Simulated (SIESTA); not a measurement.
This SIESTA 5.4.2 run on Mg needs a look.

The input Mg.fdf:

```
SystemName                      Mg
SystemLabel                     Mg
NumberOfSpecies                 1
NumberOfAtoms                   7
%block ChemicalSpeciesLabel
  1  12 Mg

LatticeConstant                 1.0 Ang
%block LatticeVectors
     3.2092715325     0.0000000000     0.0000000000
    -1.6046357663     2.7793106748     0.0000000000
     0.0000000000     0.0000000000    30.6309900000
%endblock LatticeVectors
AtomicCoordinatesFormat         Fractional
%block AtomicCoordinatesAndAtomicSpecies
     0.6666666667     0.3333333334     0.2448500685  1  Mg
     0.3333333333     0.6666666666     0.3299000457  1  Mg
     0.6666666667     0.3333333334     0.4149500228  1  Mg
     0.3333333333     0.6666666666     0.5000000000  1  Mg
     0.6666666667     0.3333333334     0.5850499772  1  Mg
     0.3333333333     0.6666666666     0.6700999543  1  Mg
     0.6666666667     0.3333333334     0.7551499315  1  Mg
%endblock AtomicCoordinatesAndAtomicSpecies

%block kgrid.MonkhorstPack
    7   0   0  0.0
    0   7   0  0.0
    0   0   1  0.0
%endblock kgrid.MonkhorstPack
XC.Functional                   GGA
XC.Authors                      PBE
PAO.BasisSize                   DZP
PAO.EnergyShift                 0.003 Ry
Mesh.Cutoff                     800 Ry
OccupationFunction              FD
ElectronicTemperature           0.05 eV
Slab.DipoleCorrection           vacuum
MaxSCFIterations                75
SCF.MustConverge                false
SCF.Mixer.Method                Pulay
SCF.Mixer.Weight                0.25
SCF.Mixer.History               8
SCF.DM.Tolerance                5.0e-05
SCF.H.Tolerance                 1.0e-03 eV
WriteForces                     true
Charge.Mulliken                 end
%block PAO.Basis
  Mg 4
  n=2 0 2
    2.604 0.000
  n=3 0 2
    8.245 0.000
  n=2 1 2
    2.943 0.000
  n=3 1 1
    8.245
%endblock PAO.Basis
```

Potentials or basis: PseudoDojo 0.4 standard (PBE files), DZP (energy shift 0.003 Ry; two zetas on semicore shells).

Run with:

```bash
$ siesta < Mg.fdf > Mg.out 2>&1
```

Mg.out:

```text
STOP Stopping Program
*************************************************************
ERROR

FDF module: fdf_bline: block_fdf structure not initialized

     File: fdf.F90
     Line:  2491
*************************************************************
Version         : 5.4.2
[... 63 lines left out ...]
    2.943 0.000
  n=3 1 1
    8.245
%endblock PAO.Basis
************************** End of input data file *****************************

reinit: -----------------------------------------------------------------------
reinit: System Name: Mg
reinit: -----------------------------------------------------------------------
reinit: System Label: Mg
reinit: -----------------------------------------------------------------------

initatom: Reading input for the pseudopotentials and atomic orbitals ----------
```

Problem. What happened, and what is wrong with the input?

Solution. The program refused the input. The input holds a flaw that was put in on purpose: block left open.

A sound run on the same cell differs in these lines of the main input:
```diff
@@ -6,0 +7 @@
+%endblock ChemicalSpeciesLabel
@@ -32 +33 @@
-PAO.BasisSize                   DZP
+PAO.BasisSize                   SZP
@@ -38 +39 @@
-MaxSCFIterations                75
+MaxSCFIterations                120
@@ -47,11 +47,0 @@
-%block PAO.Basis
-  Mg 4
-  n=2 0 2
-    2.604 0.000
-  n=3 0 2
-    8.245 0.000
-  n=2 1 2
-    2.943 0.000
-  n=3 1 1
-    8.245
-%endblock PAO.Basis
```
